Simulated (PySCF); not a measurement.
# Be2F2H2: the cost of one run

Programs: PySCF 2.14.0. All values are calculated, for the isolated system unless a continuum is named. Atoms count from 0, parts from 1.

## 1. Starting point

6 atoms, charge 0, multiplicity 1; geometry: GFN2-xTB. Parts: 1 = atoms 0–2, `[BeH2]`, charge 0; 2 = atoms 3–5, `[F][Be][F]`, charge 0.

## 2. Optimising the geometry at PBE0-D3(BJ)/def2-TZVPD

What the job is given:

```
{"job": {"xc": "PBE0", "basis": "def2-TZVPD", "d3": "d3bj", "grid": 3, "kind": "geom", "shake": 0.01}, "charge": 0, "multiplicity": 1, "parts": [{"atoms": "0-2", "charge": 0, "multiplicity": 1}, {"atoms": "3-5", "charge": 0, "multiplicity": 1}]}
Be    -0.575615     0.572330    -0.336377
H     -0.122314     0.595031    -1.800611
H     -0.308375     0.012748     0.750905
F     -1.654111     1.632457    -0.630454
Be    -1.145068     1.568009    -2.092639
F     -1.588875     2.288892    -3.195245
```

The run is started by

```sh
$ OMP_NUM_THREADS=1 python cluster_run.py task.json out
```

This one command runs all jobs of the session in turn.

**Question.** How long does this first job take on 1 thread of Arm Neoverse V1, shared host, and how much memory does it need?

About 71 s, with a peak of 0.62 GiB.
